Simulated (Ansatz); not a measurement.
**Time against size: PBE, supercells of GaN, on Neoverse N1 cores, threads left to the program**

All times were clocked for whole runs of Ansatz 0.2.0, start-up included, one run at a time with no other job on the machine: an Arm Neoverse N1 node (56 of its 64 cores, memory capped at 64 GiB). Times and memory are rounded to two significant figures, and ratios are formed from the unrounded values. A row is a single run, so small differences between rows aren't established. Precision is the program's default, which can work at lower precision in parts of a run.

The smallest member is a 2×1×1 supercell of GaN (P6_3mc), atoms displaced at random by about 0.04 Å along each cell vector. Its input:

```yaml
crystal:
  lattice:
    - [6.377860, 0.000000, 0.000000]
    - [-1.594465, 2.761695, 0.000000]
    - [0.000000, 0.000000, 5.192357]
  atoms:
    - { symbol: Ga, position: [0.347998, 0.325019, 0.502126] }
    - { symbol: Ga, position: [0.167585, 0.677143, 0.988283] }
    - { symbol: "N", position: [0.330732, 0.323907, 0.867637] }
    - { symbol: "N", position: [0.161374, 0.660239, 0.373707] }
    - { symbol: Ga, position: [0.827647, 0.338626, 0.494866] }
    - { symbol: Ga, position: [0.646611, 0.681602, 0.996065] }
    - { symbol: "N", position: [0.828671, 0.336700, 0.877687] }
    - { symbol: "N", position: [0.666998, 0.655949, 0.377392] }
kpoints:
  mp_grid: { grid: [1, 1, 1] }
hamiltonian:
  xc: pbe
  pseudopotentials: { azcp: { folder: soft_1 } }
scf:
  occupations: { method: fixed }
output: { forces: true }
```

The program chose a cutoff of 420 eV. The folder soft_1 holds one of the program's own sets of PAW files, generated with PBE and used with every functional where the input names it.

Command, without the flags for output files and display:

```bash
taskset -c 8-63 ansatz run input.yaml --backend cpu --max-ram 64GiB
```

| atoms | electrons | k mesh | k points | plane waves | dense FFT grid | bands at the start | SCF iterations | threads | wall time | SCF clock | outside it | host memory (GiB) | remarks |
| --- | --- | --- | --- | --- | --- | --- | --- | --- | --- | --- | --- | --- | --- |
| 8 | 72 | 1×1×1 | 1 | 1813 | 45×24×36 | 44 | 11 | 44 | 0.48 s | 0.28 s | 0.19 s | 0.40 | bands 44→41 |
| 16 | 144 | 1×1×1 | 1 | 3605 | 45×45×36 | 88 | 11 | 56 | 0.70 s | 0.47 s | 0.23 s | 0.50 |  |
| 32 | 288 | 1×1×1 | 1 | 7199 | 45×45×72 | 176 | 10 | 56 | 1.1 s | 0.85 s | 0.26 s | 0.72 |  |
| 72 | 648 | 1×1×1 | 1 | 16091 | 64×64×72 | 396 | 10 | 56 | 2.7 s | 2.3 s | 0.38 s | 1.6 |  |
| 128 | 1152 | 1×1×1 | 1 | 28619 | 90×90×72 | 704 | 11 | 56 | 8.1 s | 7.7 s | 0.43 s | 3.3 |  |
| 192 | 1728 | 1×1×1 | 1 | 42869 | 90×90×108 | 1056 | 11 | 56 | 18 s | 17 s | 0.52 s | 5.6 |  |

The SCF clock is the program's own. It runs from the start of the first SCF loop to the final result and holds forces, stress, later SCFs and response steps. Outside it lie start-up, exit and the set-up ahead of the first loop, which depends on the cell and the method.

Runs at Γ alone can use real arithmetic, which is cheaper than at other k points.

«bands a→b»: once the levels showed a gap the program dropped high empty bands and went on with b of the a at the start.

One k point is too coarse a mesh for the properties of small cells; the series shows cost alone.

The threads change along the series too.

Of the smallest member's 0.48 s, 0.19 s lies outside the SCF clock, so the wall time grows less with size than the clocked work: from 8 to 192 atoms the wall time changes by a factor of 37, and the time on the SCF clock by 60. The smallest member has under 2 s on the SCF clock, so these factors are rough.

From 72 to 192 atoms the time on the SCF clock grows as N^2.1: a straight line in log t against log N through the 3 rows with 72, 128, 192 atoms, which misses none by more than 3 %. This is a local slope, which needn't hold at other sizes, and it lies below the formal N^3 of the method.

Task: How long does the member with 360 atoms take (1×1×1 mesh, 1 k point, 80421 plane waves, 1980 bands)?

Result: 73 s, in 11 SCF iterations, with 15 GiB of host memory. For the SCF clock (72 s) the power law gives 63 s, under by 12 %.
